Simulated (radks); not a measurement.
# Taking charge from the 2p level of Te⁴⁷⁺ in fractions

One table from this session's results is given with a row withheld; the runs are named, their logs left out.

Method: Dirac Kohn-Sham, PBE, spin-unpolarised, spherical densities, finite nucleus; open shells are shared between the two j in proportion to 2j + 1. Code: radks (a radial shooting solver on a logarithmic mesh, Libxc functionals) version 1.

### The system

```
element            : tellurium (Z = 52)
charge             : +47
electrons          : 5
configuration      : [He] 2s2 2p1
nuclear rms radius : 4.7423 fm
```

The outer shells:

Te⁴⁷⁺
```
[He] core
2s [↑↓]
2p [↑ ][  ][  ]
```

The first run:

Settings of this run:

```text
Z 52
configuration [He] 2s2 2p1
relativity Dirac
functional pbe,pbe
spin unpolarised
j_filling average
nucleus finite rms 4.7423 fm
c 137.035999084
```

Among the steps run: Start: [He] 2s2 2p1.

One table of the session follows, with a row left open; its other results are not shown here.

It belongs to the step «Start: [He] 2s2 2p1». Radial moments (bohr):

```
level      <r>  outermost maximum (interpolated)  90 % within
1s1/2  0.02770                            0.0179       0.0498
2s1/2        ?                                 ?            ?
2p1/2  0.09458                            0.0747        0.154
2p3/2  0.09954                            0.0790        0.160
```

Estimate the missing values for 2s1/2.

The run gave: <r>: 0.1133; outermost maximum (interpolated): 0.0982; 90 % within: 0.174. In the column «<r>» it is the highest.
